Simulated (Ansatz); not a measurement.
Predict the output of the script below (Ansatz 0.2.0 through its Python package).

`sym_nio.py`
```python
import logging
import sys

import ansatz as az
import numpy as np

logging.basicConfig(stream=sys.stdout, format="%(levelname)s %(message)s")
logger = logging.getLogger("calc")
logger.setLevel(logging.INFO)


def main() -> None:
    crystal = (
        az.Lattice.fcc(4.1718)
        .space_group(225)
        .atom("Ni", [0.0, 0.0, 0.0])
        .atom("O", [0.5, 0.0, 0.0])
        .primitive()
        .moments(Ni=1.0)
    )

    read = crystal.crystallographic_orbits()
    print("group", read["space_group"], read["hermann_mauguin"], "conventional content", read["formula"])
    print("orbits:", [orbit["symbol"] + " " + str(orbit["wyckoff"]) for orbit in read["orbits"]])
    for pair in read["least_distances"]:
        logger.info(f"  shortest {pair['first']}-{pair['second']}: {pair['distance_ang']:.3f} A")
    print("atoms in the primitive and conventional cells:", len(crystal.primitive().resolved().sites), len(crystal.conventional().resolved().sites))
    built = crystal.resolved()
    vectors = np.array(built.lattice.vectors)
    logger.info("cell vectors (A)")
    print(vectors.round(4) + 0.0)
    for index, site in enumerate(built.sites):
        print(index, site.symbol, np.round(site.position, 4) + 0.0)


if __name__ == "__main__":
    main()
```

`python sym_nio.py` gives:
```text
group 225 Fm-3m conventional content Ni4O4
orbits: ['Ni 4a', 'O 4b']
INFO   shortest Ni-Ni: 2.950 A
INFO   shortest Ni-O: 2.086 A
INFO   shortest O-O: 2.950 A
atoms in the primitive and conventional cells: 2 8
INFO cell vectors (A)
[[0.     2.0859 2.0859]
 [2.0859 0.     2.0859]
 [2.0859 2.0859 0.    ]]
0 Ni [0. 0. 0.]
1 O [0.5 0.5 0.5]
```
